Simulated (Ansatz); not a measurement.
# CH6ClGeN: the cost of one run

Program: the Python package of Ansatz 0.2.0. The levels of theory stand in the script. These are calculated values, not measurements.

**1. Starting point**

Bond lengths: C1–N2 1.427 Å, N2–Ge3 1.851 Å, Ge3–Cl4 2.140 Å, C1–H5 1.163 Å, C1–H6 1.160 Å, C1–H7 1.100 Å, N2–H8 1.002 Å, Ge3–H9 1.599 Å, Ge3–H10 1.558 Å. Angles (14 of 15 angles, heavy atoms first): C1–N2–Ge3 107.9°, N2–Ge3–Cl4 110.7°, C1–N2–H8 109.3°, Ge3–N2–H8 106.9°, N2–C1–H5 108.7°, N2–C1–H6 111.5°, N2–C1–H7 115.2°, N2–Ge3–H9 110.2°, N2–Ge3–H10 111.6°, Cl4–Ge3–H9 106.8°, Cl4–Ge3–H10 111.0°, H5–C1–H6 103.3°, H5–C1–H7 107.9°, H6–C1–H7 109.4°.

The script holds or builds the structure itself.

**2. The script**

Contents of methods.py:

```python
"""CH6ClGeN at several levels of theory."""

from pathlib import Path

import ansatz as az
import numpy as np

SETTINGS = {
    "basis_set": "def2-SVP",
}

GEOMETRY = """
C     0.05250    1.09150   -0.81070
N    -0.22800   -0.30730   -0.79510
Ge    0.20030   -0.95350    0.88540
Cl   -0.06950   -3.07490    0.97310
H    -0.27820    1.52630   -1.83740
H    -0.60980    1.66660   -0.05130
H     1.10710    1.36010   -0.65350
H    -1.21180   -0.44980   -0.91990
H     1.73990   -0.66990    1.21100
H    -0.61940   -0.24020    2.00140
"""

ch6clgen = az.Crystal.molecule()
for line in GEOMETRY.strip().splitlines():
    symbol, *xyz = line.split()
    ch6clgen = ch6clgen.atom(symbol, [float(v) for v in xyz])

setup = ch6clgen.calculation()
setup = setup.basis(gaussian=SETTINGS["basis_set"])

print("functional    E (Ha)        dipole (D)   HOMO (eV)  LUMO (eV)")
for name in ["hse06", "r2scan0", "lc_wpbe", "lda", "b3lyp", "revpbe"]:
    summary = setup.functional(name).forces().orbitals().run(threads=1, runs_dir="runs").report
    lines = Path(summary["orbitals_path"]).read_text().splitlines()
    field_of = lambda key: [line.split("=")[1].strip() for line in lines if line.startswith(key)]
    orbitals = [(27.211386 * float(e), s, float(n)) for e, s, n in zip(field_of("Ene="), field_of("Spin="), field_of("Occup="))]
    homo = max(e for e, _, n in orbitals if n > 0.5)
    lumo = min(e for e, _, n in orbitals if n < 0.5)
    dipole = 4.803205 * np.linalg.norm(summary["charge_distribution"]["dipole_moment_e_ang"])
    print(f"{name:10s} {summary['free_energy_ev'] / 27.211386246:14.6f} {dipole:9.3f} {homo:11.3f} {lumo:10.3f}")
```

**3. The input behind the calls**

The engine receives this input (first run):

```yaml
crystal:
  periodic: [false, false, false]
  atoms:
    - { symbol: C, position_ang: [0.0525, 1.0915, -0.8107] }
    - { symbol: "N", position_ang: [-0.228, -0.3073, -0.7951] }
    - { symbol: Ge, position_ang: [0.2003, -0.9535, 0.8854] }
    - { symbol: Cl, position_ang: [-0.0695, -3.0749, 0.9731] }
    - { symbol: H, position_ang: [-0.2782, 1.5263, -1.8374] }
    - { symbol: H, position_ang: [-0.6098, 1.6666, -0.0513] }
    - { symbol: H, position_ang: [1.1071, 1.3601, -0.6535] }
    - { symbol: H, position_ang: [-1.2118, -0.4498, -0.9199] }
    - { symbol: H, position_ang: [1.7399, -0.6699, 1.211] }
    - { symbol: H, position_ang: [-0.6194, -0.2402, 2.0014] }
basis:
  gaussian:
    orbitals: def2-SVP
hamiltonian:
  xc: hse06
output:
  orbitals: {}
  forces: true
```

**4. The run**

On the command line:

```sh
$ python methods.py
```

What time and memory should one allow on 1 thread of Arm Neoverse V1, shared host?

About 32 s, with a peak of 0.33 GiB.
